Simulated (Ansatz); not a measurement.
# Ca2CuO3: the cost of one run

Method: DFT PBEsol+U, scalar-relativistic, plane waves, PAW, in Ansatz 0.2.0.

## (1) The system as given

It takes space group Immm (No. 71, orthorhombic). The conventional cell has a = 3.262 Å, b = 3.758 Å, c = 12.288 Å, α = 90.00°, β = 90.00°, γ = 90.00°. Ca (site symmetry mm2) is surrounded by 7 O at 2.33 to 2.49 Å. Cu (site symmetry mmm) is surrounded by 4 O at 1.88 to 1.97 Å. O (site symmetry mm2) is surrounded by 1 Cu at 1.97 Å and 5 Ca at 2.33 to 2.49 Å. O (site symmetry mmm) is surrounded by 2 Cu at 1.88 Å and 4 Ca at 2.46 Å.

Structure file:

```cif
data_structure
_symmetry_space_group_name_H-M 'Immm'
_symmetry_Int_Tables_number 71
_cell_length_a 3.2620
_cell_length_b 3.7580
_cell_length_c 12.2880
_cell_angle_alpha 90.000
_cell_angle_beta 90.000
_cell_angle_gamma 90.000
_cell_volume 150.63
loop_
_atom_site_label
_atom_site_type_symbol
_atom_site_symmetry_multiplicity
_atom_site_Wyckoff_symbol
_atom_site_fract_x
_atom_site_fract_y
_atom_site_fract_z
_atom_site_occupancy
Ca1 Ca 4 j 0.00000 0.50000 0.35000 1
Cu1 Cu 2 d 0.00000 0.50000 0.00000 1
O1 O 4 j 0.00000 0.50000 0.16000 1
O2 O 2 a 0.00000 0.00000 0.00000 1
```

The structure rests on an entry of the Crystallography Open Database; cell or positions may have been set otherwise for this series.

## (2) Single point: Ca2CuO3, moments +−

input.yaml reads:

```yaml
crystal:
  lattice:
    - [3.262, 0.0, 0.0]
    - [0.0, 7.516, 0.0]
    - [1.631, 1.879, 6.144]
  atoms:
    - { symbol: Ca, position: [0.65, 0.075, 0.7] }
    - { symbol: Ca, position: [0.65, 0.575, 0.7] }
    - { symbol: Ca, position: [0.35, 0.425, 0.3] }
    - { symbol: Ca, position: [0.35, 0.925, 0.3] }
    - { symbol: Cu, position: [0.0, 0.25, 0.0], spin: 1.0 }
    - { symbol: Cu, position: [0.0, 0.75, 0.0], spin: -1.0 }
    - { symbol: O, position: [0.84, 0.17, 0.32] }
    - { symbol: O, position: [0.84, 0.67, 0.32] }
    - { symbol: O, position: [0.16, 0.33, 0.68] }
    - { symbol: O, position: [0.16, 0.83, 0.68] }
    - { symbol: O, position: [0.0, 0.0, 0.0] }
    - { symbol: O, position: [0.0, 0.5, 0.0] }
magnetization:
  spin_polarized: true
scf:
  occupations: { method: gaussian, width: 0.02 }
output:
  forces: true
  stress: true
  eigenvalues: true
  populations: true
  write_density: true
  write_potential: true
  elf: true
  volumetric_format: npy
hamiltonian:
  hubbard: { sites: [{ species: Cu, l: d, u_eff: 6.0 }] }
  xc: pbesol
kpoints:
  mp_grid: { grid: [8, 4, 4] }
```

Started as:

```
$ ansatz run input.yaml --threads 2 --pin off --max-ram 6144MiB --backend cpu --events-out ev --progress --plain --runs-dir out
```

**Question.** How long does this run take on 2 threads of Intel Xeon Platinum 8488C (Sapphire Rapids), shared host, and how much memory does it need?

About 77 s, with a peak of 1.4 GiB.
